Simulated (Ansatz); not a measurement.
# InH₅O: ionisation energy by level of theory

Aim: the vertical ionisation energy of InH₅O, as cation minus neutral at the neutral's geometry, on several levels, and how well −ε(HOMO) stands in for it.

Method: unrestricted cation, the program's frozen cores in correlated methods; program: Ansatz 0.2.0, Gaussian basis.

The runs, in order: UKS PBE-D4/def2-TZVPP; UKS r2SCAN-D4/def2-TZVPP; UKS PBE0-D4/def2-TZVPP; UKS B3LYP-D4/def2-TZVPP; UKS wB97X-V/def2-TZVPP; UKS wB97M-V/def2-TZVPP; UKS B2PLYP/def2-TZVPP; UHF-CCSD(T)/def2-TZVPP; UHF-MP2/def2-QZVPP; extrapolation to the limit; then −ε(HOMO) from the neutral's earlier runs with LDA (SPW92), PBE-D4, revPBE-D4, BLYP-D4, r2SCAN-D4, B97M-V, PBE0-D4, B3LYP-D4, r2SCANh-D4, r2SCAN0-D4, HSE06-D4, BHLYP-D4, CAM-B3LYP-D4, LC-ωPBE, ωB97X-V, ωB97M-V.

1 further run of the same task is left out (for a known fault of the program).

## 1. The geometry

All runs share one geometry, relaxed beforehand with PBE0-D4 in a triple-zeta def2 set. In takes the def2 core potential; no spin-orbit term is included.

SMILES `[OH2+][InH3-]`, 7 atoms, charge 0, spin multiplicity 1.

Atoms are counted from 1 here; the program's logs count them from 0.

Bond lengths: O1–In2 2.437 Å, O1–H3 0.962 Å, O1–H4 0.962 Å, In2–H5 1.736 Å, In2–H6 1.736 Å, In2–H7 1.725 Å. Angles: In2–O1–H3 110.7°, In2–O1–H4 109.7°, H3–O1–H4 106.4°, O1–In2–H5 91.4°, O1–In2–H6 91.9°, O1–In2–H7 99.2°, H5–In2–H6 118.4°, H5–In2–H7 120.1°, H6–In2–H7 119.9°.

## 2. Cation, UKS PBE-D4/def2-TZVPP

in.yaml reads:

```yaml
crystal:
  periodic: [false, false, false]
  atoms:
    - {symbol: O, position_ang: [0.011664, -1.365547, 0.092759]}
    - {symbol: In, position_ang: [0.263413, 1.048978, -0.122173]}
    - {symbol: H, position_ang: [-0.365959, -1.592678, 0.948003]}
    - {symbol: H, position_ang: [-0.605566, -1.686979, -0.571606]}
    - {symbol: H, position_ang: [-0.708941, 1.066558, -1.559654]}
    - {symbol: H, position_ang: [-0.515119, 1.323243, 1.405093]}
    - {symbol: H, position_ang: [1.981808, 1.138425, -0.238221]}
basis:
  gaussian: {orbitals: def2-TZVPP}
total_charge: 1
magnetization: {spin_polarized: true, initial_magnetization: 1}
hamiltonian: {xc: pbe, dispersion: d4}
```

The run is started by

```sh
$ ansatz run in.yaml --threads 4 --pin off --events-out ev --progress --plain --max-ram 10444MiB
```

After this run come: Cation, UKS r2SCAN-D4/def2-TZVPP; Cation, UKS PBE0-D4/def2-TZVPP; Cation, UKS B3LYP-D4/def2-TZVPP; Cation, UKS wB97X-V/def2-TZVPP; Cation, UKS wB97M-V/def2-TZVPP; Cation, UKS B2PLYP (frozen core)/def2-TZVPP; Cation, UHF-CCSD(T)/def2-TZVPP; Cation, UHF-MP2/def2-QZVPP.

Before running them: what should the planned runs give, taken together? Wanted: ionisation energy, CCSD(T)/CBS; nearest functional by difference; nearest −ε(HOMO); −ε(HOMO) of PBE; T1 of the cation.

As calculated:

| quantity | value |
| --- | --- |
| ionisation energy, CCSD(T)/CBS | 10.09 eV |
| nearest functional by difference | ωB97X-V (-0.01 eV) |
| nearest −ε(HOMO) | ωB97X-V (-0.16 eV) |
| −ε(HOMO) of PBE | 6.36 eV |
| T1 of the cation | 0.027 |

By cation minus neutral, the functionals miss by 0.52 eV at most. −ε(HOMO) of PBE misses by 3.7 eV, since self-interaction lifts the level. Among orbital estimates ωB97X-V comes nearest. Hartree-Fock falls 0.79 eV short, as the neutral has more correlation energy than the cation. Correlated methods include outer-core shells of In, which these sets cover unevenly. With outer-core shells in play the reference is unsure by up to some tenths of an eV, so close misses can't be ranked.
